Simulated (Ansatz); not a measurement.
# C4H9ClSi: the cost of one run

All numbers below are computed with Ansatz 0.2.0 (RKS PBE-D4/STO-3G).

## 1. The starting structure

Bond lengths: C1–Si2 1.911 Å, Si2–C3 1.872 Å, Si2–C4 1.781 Å, C4–C5 1.322 Å, C5–Cl6 1.730 Å, C1–H7 1.078 Å, C1–H8 1.094 Å, C1–H9 1.022 Å, Si2–H10 1.494 Å, C3–H11 1.069 Å, C3–H12 1.128 Å, C3–H13 1.090 Å, C4–H14 1.165 Å, C5–H15 1.078 Å. Angles (14 of 24 angles, heavy atoms first): C1–Si2–C3 110.8°, C1–Si2–C4 112.6°, C3–Si2–C4 110.7°, Si2–C4–C5 129.4°, C4–C5–Cl6 126.1°, C1–Si2–H10 106.9°, C3–Si2–H10 109.7°, C4–Si2–H10 105.9°, Si2–C1–H7 107.9°, Si2–C1–H8 107.2°, Si2–C1–H9 111.3°, Si2–C3–H11 110.0°, Si2–C3–H12 107.5°, Si2–C3–H13 111.5°.

Structure file:

```xyz
15

C     0.9291   -1.5379    0.9888
Si    0.4701   -0.0342   -0.0984
C     0.3385   -0.5303   -1.8990
C    -1.0230    0.7705    0.4441
C    -1.2003    2.0087    0.8706
Cl   -2.6996    2.7061    1.3798
H     0.1307   -2.2586    0.9119
H     1.0080   -1.1791    2.0198
H     1.8336   -1.9296    0.7173
H     1.5619    0.9721    0.0692
H     0.1497    0.3320   -2.5021
H     1.3334   -0.9660   -2.2040
H    -0.4701   -1.2433   -2.0585
H    -1.9964    0.1310    0.4055
H    -0.3874    2.7078    0.9845
```

## 2. Preparing the start

input.yaml reads:

```yaml
crystal:
  periodic: [false, false, false]
  atoms:
    - { symbol: C, position_ang: [0.9291, -1.5379, 0.9888] }
    - { symbol: Si, position_ang: [0.4701, -0.0342, -0.0984] }
    - { symbol: C, position_ang: [0.3385, -0.5303, -1.899] }
    - { symbol: C, position_ang: [-1.023, 0.7705, 0.4441] }
    - { symbol: C, position_ang: [-1.2003, 2.0087, 0.8706] }
    - { symbol: Cl, position_ang: [-2.6996, 2.7061, 1.3798] }
    - { symbol: H, position_ang: [0.1307, -2.2586, 0.9119] }
    - { symbol: H, position_ang: [1.008, -1.1791, 2.0198] }
    - { symbol: H, position_ang: [1.8336, -1.9296, 0.7173] }
    - { symbol: H, position_ang: [1.5619, 0.9721, 0.0692] }
    - { symbol: H, position_ang: [0.1497, 0.332, -2.5021] }
    - { symbol: H, position_ang: [1.3334, -0.966, -2.204] }
    - { symbol: H, position_ang: [-0.4701, -1.2433, -2.0585] }
    - { symbol: H, position_ang: [-1.9964, 0.131, 0.4055] }
    - { symbol: H, position_ang: [-0.3874, 2.7078, 0.9845] }
basis:
  gaussian: { orbitals: STO-3G }
hamiltonian:
  xc: pbe
  dispersion: d4
relax:
  f_tol: 0.02
  max_steps: 40
scf:
  lower_state_search: "off"
```

Command:

```bash
$ ansatz run input.yaml --threads 1 --pin off --max-ram 2048MiB --backend cpu --events-out ev --progress --plain --runs-dir out
```

**Question.** How long does this run take on 1 thread of Arm Neoverse V2, shared host, and how much memory does it need?

About 17 s, with a peak of 0.12 GiB.
